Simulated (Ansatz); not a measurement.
# ClFGaH3: the cost of one run

All numbers below are computed with Ansatz 0.2.0 (RKS B3LYP/def2-TZVP).

**1. The structure to begin with**

Bond lengths: Ga1–Cl2 2.590 Å, Ga1–H3 1.570 Å, Ga1–H4 1.570 Å, Ga1–F5 2.000 Å. Angles: Cl2–Ga1–H3 120.0°, Cl2–Ga1–H4 120.0°, Cl2–Ga1–F5 71.6°, H3–Ga1–H4 120.0°, H3–Ga1–F5 97.0°, H4–Ga1–F5 101.2°.

Structure file:

```xyz
6

Ga    0.0000    0.0000    0.0000
Cl    0.0000    0.0000    2.5900
H     1.3596    0.0000   -0.7850
H    -1.3596    0.0000   -0.7850
F     0.0836   -1.8961    0.6306
H     0.0624   -1.4154    1.7691
```

**2. A restrained relaxation towards end A**

Springs on the bonds that form and break draw the guess towards this end; the thresholds are loose.

Contents of input.yaml:

```yaml
crystal:
  periodic: [false, false, false]
  atoms:
    - { symbol: Ga, position_ang: [0.0, 0.0, 0.0] }
    - { symbol: Cl, position_ang: [0.0, 0.0, 2.59] }
    - { symbol: H, position_ang: [1.3596, 0.0, -0.785] }
    - { symbol: H, position_ang: [-1.3596, 0.0, -0.785] }
    - { symbol: F, position_ang: [0.0836, -1.8961, 0.6306] }
    - { symbol: H, position_ang: [0.0624, -1.4154, 1.7691] }
basis:
  gaussian: { orbitals: def2-TZVP }
hamiltonian:
  xc: b3lyp
relax:
  f_tol: 0.15
  max_steps: 25
  restrain:
    - { distance: [0, 4], at: 2.9, k: 30.0 }
    - { distance: [5, 1], at: 2.57, k: 30.0 }
    - { distance: [0, 1], at: 2.24, k: 30.0 }
    - { distance: [5, 4], at: 0.92, k: 30.0 }
output:
  orbitals: {}
```

Started as:

```bash
$ ansatz run input.yaml --threads 4 --pin off --max-ram 5120MiB --backend cpu --events-out ev --progress --plain --runs-dir out
```

What time and memory should one allow on 4 threads of AMD EPYC 9B45 (Zen 5), shared host?

About 4.8 s, with a peak of 0.3 GiB.
